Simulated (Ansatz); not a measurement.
# FGeH2O2: the cost of one run

Program: the Python package of Ansatz 0.2.0. Level of theory: PBE0+D3(BJ)/def2-SVP. These are calculated values, not measurements.

## (1) The structure

Bond lengths: O1–Ge2 1.726 Å, Ge2–O3 1.761 Å, Ge2–F4 1.695 Å, O1–H5 1.039 Å, O3–H6 0.994 Å. Angles: O1–Ge2–O3 108.4°, O1–Ge2–F4 112.0°, O3–Ge2–F4 108.4°, Ge2–O1–H5 106.4°, Ge2–O3–H6 105.9°.

The script holds or builds the structure itself.

## (2) Script

File bend_fgeh2o2.py:

```python
# -*- coding: utf-8 -*-
"""Energy of FGeH2O2 against one bond angle."""

import warnings

import ansatz as az
from ase import Atoms

BASIS_SET = "def2-SVP"
XC = "PBE0"
DISPERSION = "d3bj"
FMAX = 0.02


def main():
    warnings.simplefilter("ignore", az.DeckWarning)

    atoms = Atoms(["O", "Ge", "O", "F", "H", "H"], positions=[
        [-0.7039, 1.3582, -0.4026],
        [0.1261, -0.1533, -0.3274],
        [1.1651, -0.1469, 1.0946],
        [-0.9466, -1.4603, -0.2022],
        [-1.2779, 1.3349, -1.2679],
        [1.6793, -0.9965, 1.0593],
    ])

    # relax first, so that the scan starts from a minimum
    first = az.Crystal.molecule_from_ase(atoms).calculation()
    first = first.basis(gaussian=BASIS_SET).functional(XC, dispersion=DISPERSION)
    first = first.spin("collinear", total=1).relax(force_tolerance=FMAX, max_steps=80)
    atoms.positions = first.run(threads=1, backend="cpu").report["positions_ang"]

    rows = []
    for angle in [90, 100, 110, 120, 135, 150, 165, 179]:
        bent = atoms.copy()
        bent.set_angle(1, 2, 5, angle, indices=[5])
        job = az.Crystal.molecule_from_ase(bent).calculation()
        job = job.basis(gaussian=BASIS_SET).functional(XC, dispersion=DISPERSION)
        job = job.spin("collinear", total=1)
        rows.append((angle, job.run(threads=1, backend="cpu").report["free_energy_ev"]))
    floor = min(e for _, e in rows)
    for angle, e in rows:
        print(f"angle Ge1-O2-H5 = {angle:3d} deg   {1000 * (e - floor):9.1f} meV")


if __name__ == "__main__":
    main()
```

## (3) What the engine is handed

The package turns the script's settings into the engine's input (first run):

```yaml
crystal:
  periodic: [false, false, false]
  atoms:
    - { symbol: O, position_ang: [-0.7039, 1.3582, -0.4026] }
    - { symbol: Ge, position_ang: [0.1261, -0.1533, -0.3274] }
    - { symbol: O, position_ang: [1.1651, -0.1469, 1.0946] }
    - { symbol: F, position_ang: [-0.9466, -1.4603, -0.2022] }
    - { symbol: H, position_ang: [-1.2779, 1.3349, -1.2679] }
    - { symbol: H, position_ang: [1.6793, -0.9965, 1.0593] }
basis:
  gaussian:
    orbitals: def2-SVP
hamiltonian:
  xc: pbe0
  dispersion: d3bj
magnetization:
  spin_polarized: true
  initial_magnetization: 1.0
relax:
  f_tol: 0.02
  max_steps: 80
```

## (4) Running it

On the command line:

```sh
> python bend_fgeh2o2.py
```

What time and memory should one allow on 1 thread of Arm Neoverse V2, shared host?

About 61 s, with a peak of 0.31 GiB.
